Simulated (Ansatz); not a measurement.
# AlB₂H₅OSi: up Jacob's ladder to CCSD(T)

How much do the methods differ for AlB₂H₅OSi? The plan is to run it at one geometry with functionals of several rungs and with coupled cluster, and see how far each lands from CCSD(T) at the basis-set limit for the atomisation energy.

Program: Ansatz 0.2.0, Gaussian basis. Level of theory: functionals in def2-TZVPP, the program's frozen cores in correlated methods. These are calculated values, not measurements.

Levels to be run: LDA (SPW92), PBE-D4, revPBE-D4, BLYP-D4, r2SCAN-D4, B97M-V, PBE0-D4, B3LYP-D4, r2SCANh-D4, r2SCAN0-D4, HSE06-D4, BHLYP-D4, CAM-B3LYP-D4, LC-ωPBE, ωB97X-V, ωB97M-V, B2PLYP, PBE-QIDH; CCSD(T)/def2-SVP; CCSD(T)/def2-TZVPP; MP2/def2-QZVPP; extrapolation to the limit; RPA on PBE.

## 1. The geometry

An earlier PBE0-D4 in a triple-zeta def2 set relaxation fixed the geometry.

SMILES `B[O][Al]1[BH][SiH2]1`, 10 atoms, charge 0, spin multiplicity 1.

Atoms are counted from 1 here; the program's logs count them from 0.

Bond lengths: B1–O2 1.343 Å, B1–H6 1.201 Å, B1–H7 1.205 Å, O2–Al3 1.686 Å, Al3–B4 1.991 Å, Al3–Si5 2.450 Å, B4–Si5 1.856 Å, B4–H8 1.184 Å, Si5–H9 1.489 Å, Si5–H10 1.553 Å. Angles: O2–B1–H6 118.8°, O2–B1–H7 119.9°, H6–B1–H7 121.2°, B1–O2–Al3 152.2°, O2–Al3–B4 170.8°, O2–Al3–Si5 141.1°, B4–Al3–Si5 48.0°, Al3–B4–Si5 79.0°, Al3–B4–H8 142.6°, Si5–B4–H8 138.4°, Al3–Si5–B4 52.9°, Al3–Si5–H9 157.8°, Al3–Si5–H10 52.4°, B4–Si5–H9 149.3°, B4–Si5–H10 105.4°, H9–Si5–H10 105.4°.

## 2. LDA

This LDA is Slater exchange with PW92 correlation.

Input file in.yaml:

```yaml
crystal:
  periodic: [false, false, false]
  atoms:
    - {symbol: B, position_ang: [-1.240710, 1.788766, 1.598739]}
    - {symbol: O, position_ang: [-1.277433, 0.902836, 0.590076]}
    - {symbol: Al, position_ang: [-0.549449, -0.220335, -0.435878]}
    - {symbol: B, position_ang: [0.022025, -1.573618, -1.780455]}
    - {symbol: Si, position_ang: [1.616076, -1.276660, -0.877926]}
    - {symbol: H, position_ang: [-2.252275, 2.359626, 1.905505]}
    - {symbol: H, position_ang: [-0.205028, 1.997944, 2.177409]}
    - {symbol: H, position_ang: [-0.378037, -2.235955, -2.676795]}
    - {symbol: H, position_ang: [3.065297, -1.574854, -0.707204]}
    - {symbol: H, position_ang: [1.282535, -0.219048, 0.209529]}
basis:
  gaussian: {orbitals: def2-TZVPP}
hamiltonian: {xc: lda}
output: {orbitals: {seedname: orbitals}}
```

Started as:

```sh
> ansatz run in.yaml --threads 2 --pin off --events-out ev --progress --plain --max-ram 4352MiB
```

Further steps of the session: PBE-D4 (GGA); revPBE-D4 (GGA); BLYP-D4 (GGA); r2SCAN-D4 (meta-GGA); B97M-V (meta-GGA); PBE0-D4 (hybrid); B3LYP-D4 (hybrid); r2SCANh-D4 (hybrid); r2SCAN0-D4 (hybrid); HSE06-D4 (hybrid); BHLYP-D4 (hybrid); CAM-B3LYP-D4 (range-separated); LC-ωPBE (range-separated); ωB97X-V (range-separated); ωB97M-V (range-separated); B2PLYP (double hybrid); PBE-QIDH (double hybrid); CCSD(T) in def2-SVP; CCSD(T) in def2-TZVPP; MP2 in def2-QZVPP; RPA on PBE orbitals.

Before running them: what should the planned runs give, taken together? Wanted: atomisation energy, CCSD(T)/CBS; farthest beyond LDA; mean size of error, GGA; mean size of error, meta-GGA; mean size of error, hybrid; mean size of error, range-separated; mean size of error, double hybrid; gap, smallest and largest; T1 diagnostic.

**Answer**, as computed:

| quantity | value |
| --- | --- |
| atomisation energy, CCSD(T)/CBS | 34.902 eV |
| functionals within 0.175 eV (0.5 %) | BLYP-D4, PBE0-D4, B3LYP-D4, r2SCAN0-D4, HSE06-D4, CAM-B3LYP-D4, LC-ωPBE, ωB97X-V, PBE-QIDH |
| farthest beyond LDA | BHLYP-D4 (-0.774 eV) |
| mean size of error, GGA | 0.336 eV |
| mean size of error, meta-GGA | 0.647 eV |
| mean size of error, hybrid | 0.228 eV |
| mean size of error, range-separated | 0.151 eV |
| mean size of error, double hybrid | 0.150 eV |
| gap, smallest and largest | 3.32 eV (LDA (SPW92)), 9.27 eV (LC-ωPBE) |
| T1 diagnostic | 0.0154 |
| triples share of the correlation energy | 4.4 % |

What this shows: The LDA atomisation energy is off by 4.832 eV (14 %): it overbinds. PBE-D4 is off by +0.584 eV. Double hybrids carry the basis error of their MP2 part in triple zeta, and no dispersion term here, so their miss is partly the set-up's. The rungs double hybrid, range-separated miss on average by less than the doubt on the reference (0.175 eV), so they tie; meta-GGA functionals have the largest mean beyond LDA (0.647 eV). The reference freezes the cores and leaves out relativity and excitations past (T), so misses under about 0.175 eV can't be ranked. Hartree-Fock recovers 75 % of the binding; the rest is correlation. CCSD(T) in def2-SVP is off by -1.868 eV, so the small basis spoils what the method gains. The gap grows from 3.3 to 9.3 eV across the functionals, mostly with the share of exact exchange.
